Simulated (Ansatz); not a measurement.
# C3H5BS: the cost of one run

Computed with Ansatz 0.2.0, Gaussian basis. Level: the settings change from run to run.

**1. The relaxed structure**

The geometry comes from an earlier relaxation with PBE0-D4 in a triple-zeta def2 set; it is a stationary point, not always the lowest conformer.

SMILES `BC1=C(C)S1`, 10 atoms, charge 0, spin multiplicity 1.

Atoms are counted from 1 here; the program's logs count them from 0.

Bond lengths: B1–C2 1.482 Å, B1–H6 1.198 Å, B1–H7 1.191 Å, C2–C3 1.306 Å, C2–S5 1.944 Å, C3–C4 1.463 Å, C3–S5 1.730 Å, C4–H8 1.093 Å, C4–H9 1.090 Å, C4–H10 1.093 Å. Angles: C2–B1–H6 116.1°, C2–B1–H7 122.6°, H6–B1–H7 121.3°, B1–C2–C3 156.7°, B1–C2–S5 142.7°, C3–C2–S5 60.6°, C2–C3–C4 146.0°, C2–C3–S5 78.3°, C4–C3–S5 135.8°, C3–C4–H8 109.2°, C3–C4–H9 111.3°, C3–C4–H10 109.2°, H8–C4–H9 110.0°, H8–C4–H10 107.1°, H9–C4–H10 109.9°, C2–S5–C3 41.1°.

**2. HSE06/def2-SVPD**

Set apart from the defaults: D3(BJ) with three-body dispersion, high accuracy.

File in.yaml:

```yaml
crystal:
  periodic: [false, false, false]
  atoms:
    - {symbol: B, position_ang: [-1.420223, 1.419861, -0.831647]}
    - {symbol: C, position_ang: [-0.279694, 0.477761, -0.740041]}
    - {symbol: C, position_ang: [0.534394, -0.367873, -0.167503]}
    - {symbol: C, position_ang: [0.882561, -1.067823, 1.069303]}
    - {symbol: S, position_ang: [1.157915, -0.316499, -1.780941]}
    - {symbol: H, position_ang: [-2.051061, 1.582790, 0.173636]}
    - {symbol: H, position_ang: [-1.703474, 1.987794, -1.839836]}
    - {symbol: H, position_ang: [1.911511, -0.822401, 1.344697]}
    - {symbol: H, position_ang: [0.206255, -0.798500, 1.880131]}
    - {symbol: H, position_ang: [0.844916, -2.146310, 0.895200]}
basis:
  gaussian: {orbitals: def2-SVPD}
hamiltonian: {xc: {name: HSE06}, dispersion: d3bjatm}
accuracy: high
output: {forces: true}
```

Launch:

```bash
> ansatz run in.yaml --threads 2 --pin off --events-out ev --progress --plain --max-ram 4352MiB
```

Q: Estimate wall time and peak memory on 2 threads of Arm Neoverse V1, shared host.

About 16 s, with a peak of 0.71 GiB.
